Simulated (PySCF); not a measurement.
**CH7GeSi (SMILES [SiH3][CH][GeH3]) at UHF/aug-cc-pVDZ (density fitting)**

Aim: the vertical ionisation energy of CH7GeSi at UHF/aug-cc-pVDZ (density fitting), from 2 runs. 

Program for the calculation: PySCF 2.14.0.

2 further runs of the same task are left out: 2 set aside as unsound or not needed.

## Step 1: Starting point

CH7GeSi: 10 atoms, total charge 0, spin state doublet. As SMILES, `[SiH3][CH][GeH3]`. The shape comes from GFN2-xTB, which is rough for such elements, and wasn't checked as a minimum.

Bond lengths: Si1–C2 1.860 Å, C2–Ge3 1.915 Å, Si1–H4 1.465 Å, Si1–H5 1.471 Å, Si1–H6 1.466 Å, C2–H7 1.081 Å, Ge3–H8 1.497 Å, Ge3–H9 1.494 Å, Ge3–H10 1.502 Å. Some angles: Si1–C2–Ge3 125.6°, Si1–C2–H7 117.7°, Ge3–C2–H7 116.6°, C2–Si1–H4 108.7°, C2–Si1–H5 110.0°, C2–Si1–H6 109.8°, C2–Ge3–H8 111.5°, C2–Ge3–H9 111.5°, C2–Ge3–H10 111.7°, H4–Si1–H5 109.2°.

## Step 2: A single-point energy at UHF/aug-cc-pVDZ (density fitting)

File run.py:

```python
from pyscf import gto
from pyscf import df

mol = gto.M(
    atom='''
Si      -1.120130       0.994660      -0.792190
C       -0.254240      -0.589380      -0.344520
Ge       1.168860      -0.760390       0.926100
H       -2.399800       0.667310      -1.425950
H       -0.296950       1.769420      -1.733920
H       -1.333870       1.801520       0.412910
H       -0.522620      -1.481250      -0.892380
H        1.342450      -2.179780       1.368730
H        0.933970       0.092450       2.130500
H        2.482330      -0.314550       0.350710
''',
    basis='aug-cc-pvdz',
    max_memory=1860,
    charge=0,
    spin=1,
    verbose=4,
)

mf = mol.UHF()
mf = mf.density_fit(auxbasis=df.aug_etb(mol, beta=2.0))
mf.conv_tol = 1e-10
mf.kernel()
if not mf.converged:
    mf = mf.newton().run(mf.mo_coeff, mf.mo_occ)

etot = mf.e_tot
print('E = %.10f Eh' % etot)
```

Started as:

```console
$ OMP_NUM_THREADS=1 python run.py
```

Standard output:

```text
PySCF version 2.14.0

[... 113 lines left out ...]
converged SCF energy = -2406.15605054785  <S^2> = 0.76244847  2S+1 = 2.01241
E = -2406.1560505479 Eh
```

It took 13 s on 1 thread of Arm Neoverse V1, shared host; peak memory 0.31 GiB.

## Step 3: The singlet cation

File input.py:

```python
from pyscf import gto
from pyscf import df

system = gto.M(
    atom='''
Si    -2.116739     1.879635    -1.497022
C     -0.480444    -1.113767    -0.651048
Ge     2.208825    -1.436929     1.750075
H     -4.534965     1.261033    -2.694655
H     -0.561154     3.343719    -3.276634
H     -2.520649     3.404379     0.780287
H     -0.987609    -2.799157    -1.686354
H      2.536863    -4.119187     2.586525
H      1.764948     0.174705     4.026062
H      4.690924    -0.594413     0.662746
''',
    verbose=3,
    charge=1,
    basis='aug-cc-pvdz',
    spin=0,
    max_memory=1860,
    unit='bohr',
)

hf = system.RHF()
hf = hf.density_fit(auxbasis=df.aug_etb(system, beta=2.0))
hf.conv_tol = 1e-10
hf.kernel()
if not hf.converged:
    hf = hf.newton().run(hf.mo_coeff, hf.mo_occ)

e_tot = hf.e_tot
print('E(%s) = %.9f' % ('HF', e_tot))
```

Started as:

```console
$ OMP_NUM_THREADS=1 python input.py
```

Standard output:

```text
converged SCF energy = -2405.84294958413
E(HF) = -2405.842949584
```

Wall time 6.6 s (1 thread of Arm Neoverse V1, shared host); peak memory 0.31 GiB.

## Step 4: Outcome

Level: UHF/aug-cc-pVDZ (density fitting).

| quantity | value |
| --- | --- |
| doublet CH7GeSi: total energy | -2406.15605 Eh |
| doublet CH7GeSi: dipole moment | 0.58 D |
| doublet CH7GeSi: HOMO energy (highest over α and β) | -10.30 eV |
| doublet CH7GeSi: LUMO energy (lowest over α and β) | 0.91 eV |
| doublet CH7GeSi: ⟨S²⟩ | 0.762 |
| singlet cation: total energy | -2405.84295 Eh |
| singlet cation: HOMO energy | -17.71 eV |
| singlet cation: LUMO energy | -6.77 eV |
| singlet cation: HOMO–LUMO gap | 10.95 eV |
| vertical ionisation energy (to the singlet cation) | 8.520 eV |

**Reading.** Removing an electron at fixed nuclei costs 8.52 eV (822 kJ/mol). Only the singlet of the ionised species was computed; a triplet could lie lower. Mulliken charges (doublet CH7GeSi) run from -0.41 on C2 to +0.53 on Ge3; in a basis this large or diffuse they mean little.
